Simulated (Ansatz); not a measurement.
Wanted: the native input for an Ansatz 0.2.0 run.

```
Task                : band structure
Functional          : PBE
Potentials or basis : all-electron LAPW, scalar-relativistic
Cutoff              : 245 eV (chosen from the basis error)
Basis error allowed : 0.002 eV/atom
k mesh              : 10 × 10 × 4
Occupations         : fermi-dirac, width 0.05 eV
Spin                : no spin polarisation
```

The system is Ti3Se.

```
Se Ti
1.0
     3.19745    0.00000    0.00000
    -1.59872    2.76907    0.00000
     0.00000    0.00000    7.94275
Se Ti
1 3
Direct
  0.00000 0.00000 0.00000
  0.66667 0.33333 0.50000
  0.33333 0.66667 0.77290
  0.33333 0.66667 0.22710
```

The cell comes from a database or a generator and needn't be the stable form of this composition.

The input as run:

input.yaml

```yaml
crystal:
  lattice:
    - [3.1974455988, 0.0, 0.0]
    - [-1.5987227994, 2.7690691158, 0.0]
    - [0.0, 0.0, 7.942745]
  atoms:
    - { symbol: Se, position: [0.0, 0.0, 0.0] }
    - { symbol: Ti, position: [0.6666666667, 0.3333333333, 0.5] }
    - { symbol: Ti, position: [0.3333333333, 0.6666666667, 0.772902] }
    - { symbol: Ti, position: [0.3333333333, 0.6666666667, 0.227098] }
kpoints:
  mp_grid: { grid: [10, 10, 4] }
  band_path:
    path:
      - [0.0, 0.0, 0.0]
      - [0.5, 0.0, 0.0]
      - [0.3333333333, 0.3333333333, 0.0]
      - [0.0, 0.0, 0.0]
      - [0.0, 0.0, 0.5]
      - [0.5, 0.0, 0.5]
      - [0.3333333333, 0.3333333333, 0.5]
      - [0.0, 0.0, 0.5]
    npoints: 10
scf:
  occupations: { method: fermi_dirac, width: 0.05 }
hamiltonian:
  xc: pbe
  pseudopotentials: { kind: all_electron, lapw: { basis_error: 0.002 } }
output:
  forces: true
  stress: true
  eigenvalues: true
```

Potentials or basis: all-electron LAPW, scalar-relativistic.

Launch:

```console
$ ansatz run input.yaml --threads 2 --pin off --max-ram 8192MiB --backend cpu --events-out ev --progress --plain --runs-dir out
```

It gave:

| Property | Result |
| --- | --- |
| Pressure | 0.1 GPa |
| Largest force | 0.021 eV/Å |
| Band gap along the path | none (metal or under the smearing width) |

Wall time 41 s on 2 threads of Arm Neoverse V1, on a shared host, peak memory 0.4 GiB.
